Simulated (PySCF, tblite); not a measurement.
**C₆H₅F₅O₂: infrared bands and NMR shifts**

What infrared bands and NMR shifts should C₆H₅F₅O₂ (`CO[C@@]1(C(=O)F)C[C@]1(F)C(F)(F)F`) show?

Computed with tblite 0.8.0 and PySCF 2.14.0, with density-fitted response routines of our own, on a single molecule in the gas phase. Atoms count from 0, in the outputs and in this text.

## (1) The molecule as given

18 atoms, charge 0, multiplicity 1; geometry from: GFN2-xTB.

Bonds of the start (Å): C0–O1 1.43, O1–C2 1.38, C2–C3 1.49, C3–O4 1.18, C3–F5 1.36, C2–C6 1.52, C6–C7 1.49, C7–F8 1.36, C7–C9 1.52, C9–F10 1.33, C9–F11 1.34, C9–F12 1.33, C7–C2 1.54, C0–H13 1.09, C0–H14 1.09, C0–H15 1.09, C6–H16 1.08, C6–H17 1.08.

## (2) Vibrational analysis with GFN2-xTB

Job settings and geometry (Å):

```
{"job": {"kind": "ir", "xc": "GFN2-xTB", "basis": "xTB"}, "charge": 0, "multiplicity": 1}
C      1.997449     0.906723     0.688213
O      1.294922    -0.330322     0.798573
C      0.359531    -0.586167    -0.177616
C      0.911391    -0.862770    -1.535576
O      2.004010    -0.689248    -1.937846
F     -0.031873    -1.418633    -2.346948
C     -0.889671    -1.318348     0.273266
C     -1.000984     0.129756    -0.056407
F     -1.108942     0.996741     0.983071
C     -1.770713     0.655287    -1.261323
F     -2.640129     1.593443    -0.894127
F     -0.961544     1.208375    -2.177370
F     -2.462223    -0.306067    -1.877208
H      1.308362     1.754269     0.701730
H      2.608101     0.936108    -0.215328
H      2.636611     0.942792     1.566677
H     -1.339948    -2.035872    -0.395930
H     -0.923109    -1.569750     1.322973
```

**Question.** This job is followed by: GIAO PBE0/pcSseg-1 NMR shielding, non-relativistic, gas phase. What will the session give for the following? strongest single infrared mode (GFN2-xTB); zero-point energy (GFN2-xTB); ¹³C shifts against TMS (PBE0/pcSseg-1); ¹H shifts against TMS (PBE0/pcSseg-1, means over atoms taken as alike); ¹⁷O shifts against H2O (PBE0/pcSseg-1); ¹⁹F shifts against CFCl3 (PBE0/pcSseg-1, means over atoms taken as alike).

As calculated:

| quantity | value |
| --- | --- |
| strongest single infrared mode (GFN2-xTB) | 1864 cm⁻¹, 485 km/mol |
| zero-point energy (GFN2-xTB) | 67.5 kcal/mol |
| ¹³C shifts against TMS (PBE0/pcSseg-1) | 167.5, 131.3, 89.4, 65.2, 60.0, 29.7 ppm |
| ¹H shifts against TMS (PBE0/pcSseg-1, means over atoms taken as alike) | 4.07, 2.40, 2.01 ppm |
| ¹⁷O shifts against H2O (PBE0/pcSseg-1) | 452.6, 34.0 ppm |
| ¹⁹F shifts against CFCl3 (PBE0/pcSseg-1, means over atoms taken as alike) | 38.4, -79.3, -222.6 ppm |

In words: No mode is imaginary among the 48: a minimum at this level. The strongest single mode, at 1864 cm⁻¹, moves mainly C3 and O4. GFN2-xTB is a fitted tight-binding method: band positions and strengths are rough. Its intensities can rank the bands wrongly. The most deshielded hydrogen is H13, H14, H15 (mean) (hydrogen on a methyl carbon bonded to O), at 4.07 ppm: its carbon carries O, an electronegative neighbour. At PBE0/pcSseg-1: The widest tensor belongs to O4: span 676 ppm, with a paramagnetic part of -517 ppm.
